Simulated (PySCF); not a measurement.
# C5H9GaN2: electronic excitations

What electronic excitations should C5H9GaN2 (`C#[C][Ga@@H-]([CH2]N)[N+]#CC`) show?

The runs use PySCF 2.14.0, with density-fitted response routines of our own; the level of theory stands in each step. All values are computed, except where a source is named. Atoms are numbered from 0 throughout.

## Step 1: The starting structure

17 atoms, charge 0, multiplicity 1; geometry from: GFN2-xTB.

Bonds of the start (Å): C0–C1 1.21, C1–Ga2 1.96, Ga2–C3 2.03, C3–N4 1.48, Ga2–N5 2.08, N5–C6 1.15, C6–C7 1.42, C0–H8 1.06, Ga2–H9 1.56, C3–H10 1.10, C3–H11 1.10, N4–H12 1.02, N4–H13 1.02, C7–H14 1.09, C7–H15 1.09, C7–H16 1.09.

## Step 2: TDDFT and polarisability: PBE0/def2-SVPD

What the job is given:

```
{"job": {"kind": "uv", "xc": "PBE0", "basis": "def2-SVPD", "nstates": 8, "ntriplets": 3}, "charge": 0, "multiplicity": 1}
C     -0.772475     2.862885    -0.699104
C     -0.865170     1.915579     0.045493
Ga    -1.098084     0.420271     1.297654
C     -2.250309    -1.101465     0.613443
N     -1.404076    -1.547207    -0.519114
N      0.839897    -0.259836     0.980092
C      1.869950    -0.126101     0.493983
C      3.154396     0.022691    -0.104395
H     -0.694042     3.688120    -1.353749
H     -0.850865     0.820514     2.787694
H     -3.174375    -0.689751     0.186380
H     -2.556600    -1.934492     1.266647
H     -1.951434    -2.074976    -1.196058
H     -0.691785    -2.179987    -0.162037
H      3.379230    -0.849745    -0.717669
H      3.144666     0.913432    -0.732915
H      3.914076     0.132098     0.669324
```

Level: TDDFT PBE0/def2-SVPD, vertical, gas phase, core orbitals frozen in the response.

Launch:

```console
OMP_NUM_THREADS=1 python probes_run.py task.json out
```

One launch serves the whole session: the jobs run in the order shown.

Predict these results of the whole session: lowest singlet (PBE0/def2-SVPD); brightest single state of those computed; lowest triplet.

As calculated:

```
                                quantity                        value
         lowest singlet (PBE0/def2-SVPD)  4.22 eV (294 nm), f = 0.002
brightest single state of those computed  state 8, 5.81 eV, f = 0.017
                          lowest triplet                      4.18 eV
```

What this shows: The first singlet state (HOMO→LUMO 1.00) lies at 4.22 eV and is weak; of the 8 states computed, the strongest absorption comes from state 8 at 5.81 eV (the last computed, so partners may be missing). The lowest triplet lies 0.04 eV below the lowest singlet (triplets in Tamm-Dancoff, singlets in full TDDFT).
